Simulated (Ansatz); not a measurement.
# C₆H₁₈N₃OV: basis-set convergence

One table from this session's results is given with a row withheld; the runs are named, their logs left out.

The runs use Ansatz 0.2.0, Gaussian basis; one geometry, several basis sets.

Plan: PBE0-D4/def2-SVP; ωB97M-V/def2-SVP; PBE0-D4/def2-QZVPP; ωB97M-V/def2-QZVPP; the functionals' def2-TZVPP values are taken from earlier runs.

### The relaxed structure

All runs share one geometry, relaxed beforehand with PBE0-D4 in a triple-zeta def2 set.

SMILES `C[N](C)[V](=[O])([N](C)C)[N](C)C`, 29 atoms, charge 0, spin multiplicity 1.

Atoms are counted from 1 here; the program's logs count them from 0.

Bond lengths: C1–N2 1.438 Å, C1–H12 1.092 Å, C1–H13 1.100 Å, C1–H14 1.100 Å, N2–C3 1.440 Å, N2–V4 1.848 Å, C3–H15 1.100 Å, C3–H16 1.089 Å, C3–H17 1.100 Å, V4–O5 1.569 Å, V4–N6 1.848 Å, V4–N9 1.848 Å, N6–C7 1.438 Å, N6–C8 1.440 Å, C7–H18 1.100 Å, C7–H19 1.092 Å, C7–H20 1.100 Å, C8–H21 1.089 Å and more. Angles: N2–C1–H12 111.4°, N2–C1–H13 111.3°, N2–C1–H14 111.4°, H12–C1–H13 107.3°, H12–C1–H14 107.8°, H13–C1–H14 107.4°, C1–N2–C3 112.8°, C1–N2–V4 122.4°, C3–N2–V4 124.7°, N2–C3–H15 111.2°, N2–C3–H16 110.6°, N2–C3–H17 111.0°, H15–C3–H16 108.4°, H15–C3–H17 107.3°, H16–C3–H17 108.3°, N2–V4–O5 109.3°, N2–V4–N6 109.6°, N2–V4–N9 109.6° and more.

Set-up of the first run:

Contents of in.yaml:

```yaml
crystal:
  periodic: [false, false, false]
  atoms:
    - {symbol: C, position_ang: [-1.596073, 0.173446, 1.833669]}
    - {symbol: N, position_ang: [-0.163273, 0.230813, 1.730366]}
    - {symbol: C, position_ang: [0.474727, 0.549573, 2.981556]}
    - {symbol: V, position_ang: [0.733501, -0.190810, 0.170430]}
    - {symbol: O, position_ang: [2.215820, -0.575558, 0.510837]}
    - {symbol: N, position_ang: [0.724277, 1.267893, -0.964346]}
    - {symbol: C, position_ang: [-0.414235, 2.136172, -1.093596]}
    - {symbol: C, position_ang: [1.857731, 1.714500, -1.732399]}
    - {symbol: N, position_ang: [-0.095657, -1.621903, -0.654194]}
    - {symbol: C, position_ang: [-1.257290, -1.463368, -1.486253]}
    - {symbol: C, position_ang: [0.387026, -2.978361, -0.620936]}
    - {symbol: H, position_ang: [-2.053636, -0.104631, 0.881599]}
    - {symbol: H, position_ang: [-1.913064, -0.570431, 2.579496]}
    - {symbol: H, position_ang: [-2.015888, 1.143560, 2.138608]}
    - {symbol: H, position_ang: [0.198817, -0.173147, 3.763495]}
    - {symbol: H, position_ang: [1.558317, 0.540018, 2.872193]}
    - {symbol: H, position_ang: [0.172121, 1.545655, 3.336328]}
    - {symbol: H, position_ang: [-0.170953, 3.162440, -0.781114]}
    - {symbol: H, position_ang: [-1.247254, 1.796124, -0.474308]}
    - {symbol: H, position_ang: [-0.766251, 2.184895, -2.134792]}
    - {symbol: H, position_ang: [2.711414, 1.057217, -1.572856]}
    - {symbol: H, position_ang: [1.626427, 1.725248, -2.807583]}
    - {symbol: H, position_ang: [2.150065, 2.736884, -1.451148]}
    - {symbol: H, position_ang: [-2.100859, -2.065688, -1.117534]}
    - {symbol: H, position_ang: [-1.054287, -1.780863, -2.519720]}
    - {symbol: H, position_ang: [-1.581559, -0.420987, -1.523679]}
    - {symbol: H, position_ang: [0.616424, -3.343150, -1.632938]}
    - {symbol: H, position_ang: [1.291122, -3.048402, -0.017668]}
    - {symbol: H, position_ang: [-0.366911, -3.655241, -0.193114]}
basis:
  gaussian: {orbitals: def2-SVP}
hamiltonian: {xc: pbe0, dispersion: d4}
output: {orbitals: {seedname: orbitals}}
```

On the command line:

```sh
> ansatz run in.yaml --threads 11 --pin off --events-out ev --progress --plain --max-ram 174080MiB --backend cpu
```

Among the steps run: PBE0-D4 in def2-SVP; ωB97M-V in def2-SVP; PBE0-D4 in def2-QZVPP; ωB97M-V in def2-QZVPP.

One table of the session follows, with a row left open; its other results are not shown here.

It belongs to the step «Functionals by basis». 

```
functional       basis  HOMO (eV)
   PBE0-D4    def2-SVP      -5.54
   PBE0-D4  def2-TZVPP      -5.65
   PBE0-D4  def2-QZVPP          ?
   ωB97M-V    def2-SVP      -7.67
   ωB97M-V  def2-TZVPP      -7.78
   ωB97M-V  def2-QZVPP      -7.80
```

Q: Estimate the row for PBE0-D4, def2-QZVPP from the others.

The run gave: HOMO (eV): -5.67. In the column «HOMO (eV)» it lies between ωB97M-V, def2-SVP (-7.67) and PBE0-D4, def2-TZVPP (-5.65).
